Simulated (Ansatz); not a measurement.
**CH6FGeNSi: one species, many methods**

The task here is to estimate one member of a computed series from the others.

The runs use Ansatz 0.2.0, Gaussian basis; functionals in def2-TZVPP, the program's frozen cores in correlated methods.

Plan: PBE-D4, r2SCAN-D4, PBE0-D4, B3LYP-D4, ωB97X-V, ωB97M-V, B2PLYP; CCSD(T)/def2-TZVPP; MP2/def2-QZVPP; extrapolation to the limit.

**The relaxed structure**

The geometry comes from an earlier relaxation with PBE0-D4 in a triple-zeta def2 set; it is a stationary point, not always the lowest conformer.

SMILES `[F][GeH2]/[N]=C/[SiH3]`, 11 atoms, charge 0, spin multiplicity 1.

Atoms are counted from 1 here; the program's logs count them from 0.

Bond lengths: F1–Ge2 1.749 Å, Ge2–N3 1.846 Å, Ge2–H6 1.531 Å, Ge2–H7 1.531 Å, N3–C4 1.269 Å, C4–Si5 1.896 Å, C4–H8 1.104 Å, Si5–H9 1.488 Å, Si5–H10 1.481 Å, Si5–H11 1.488 Å. Angles: F1–Ge2–N3 108.7°, F1–Ge2–H6 106.7°, F1–Ge2–H7 106.7°, N3–Ge2–H6 109.8°, N3–Ge2–H7 109.8°, H6–Ge2–H7 115.0°, Ge2–N3–C4 121.2°, N3–C4–Si5 120.0°, N3–C4–H8 122.1°, Si5–C4–H8 117.9°, C4–Si5–H9 108.8°, C4–Si5–H10 109.5°, C4–Si5–H11 108.8°, H9–Si5–H10 110.8°, H9–Si5–H11 108.0°, H10–Si5–H11 110.8°.

Set-up of the first run:

in.yaml reads:

```yaml
crystal:
  periodic: [false, false, false]
  atoms:
    - {symbol: F, position_ang: [-2.645305, 1.095306, -0.303174]}
    - {symbol: Ge, position_ang: [-1.293356, 1.774035, 0.574253]}
    - {symbol: N, position_ang: [0.146180, 0.628907, 0.421277]}
    - {symbol: C, position_ang: [0.059495, -0.451123, -0.238422]}
    - {symbol: Si, position_ang: [1.560444, -1.602380, -0.373476]}
    - {symbol: H, position_ang: [-0.963639, 3.112747, -0.092247]}
    - {symbol: H, position_ang: [-1.724551, 1.871242, 2.040436]}
    - {symbol: H, position_ang: [-0.872523, -0.754025, -0.747334]}
    - {symbol: H, position_ang: [1.193916, -2.935664, 0.175787]}
    - {symbol: H, position_ang: [2.699305, -1.021127, 0.374088]}
    - {symbol: H, position_ang: [1.905333, -1.774815, -1.810488]}
basis:
  gaussian: {orbitals: def2-TZVPP}
hamiltonian: {xc: pbe, dispersion: d4}
output: {forces: true, orbitals: {seedname: orbitals}}
```

Started as:

```bash
ansatz run in.yaml --threads 4 --pin off --events-out ev --progress --plain --max-ram 10444MiB
```

Steps of the session up to this table: PBE-D4 (GGA); r2SCAN-D4 (meta-GGA); PBE0-D4 (hybrid); B3LYP-D4 (hybrid); ωB97X-V (range-separated); ωB97M-V (range-separated); B2PLYP (double hybrid); CCSD(T) in def2-TZVPP; MP2 in def2-QZVPP.

One of the session's tables, all rows but one given; the rest of the session is left out.

It belongs to the step «Atomisation energies». 

```
            method  atomisation energy (kJ/mol)
            PBE-D4                       3693.5
         r2SCAN-D4                       3642.8
           PBE0-D4                            ?
          B3LYP-D4                       3646.8
           ωB97X-V                       3677.3
           ωB97M-V                       3646.5
            B2PLYP                       3608.7
     HF/def2-TZVPP                       2573.9
    MP2/def2-TZVPP                       3598.5
   CCSD/def2-TZVPP                       3499.2
CCSD(T)/def2-TZVPP                       3559.4
           MP2/CBS                       3695.4
       CCSD(T)/CBS                       3656.3
```

Estimate the missing values for PBE0-D4.

**Answer.** atomisation energy (kJ/mol): 3616.7. In the column «atomisation energy (kJ/mol)» it lies between B2PLYP (3608.7) and r2SCAN-D4 (3642.8).

Caveats from the session: Free atoms (1 F, 1 Ge, 1 N, 1 C, 1 Si, 6 H) were run apart at each level; the atomisation energy is their sum less the molecule, without zero-point or spin-orbit terms.
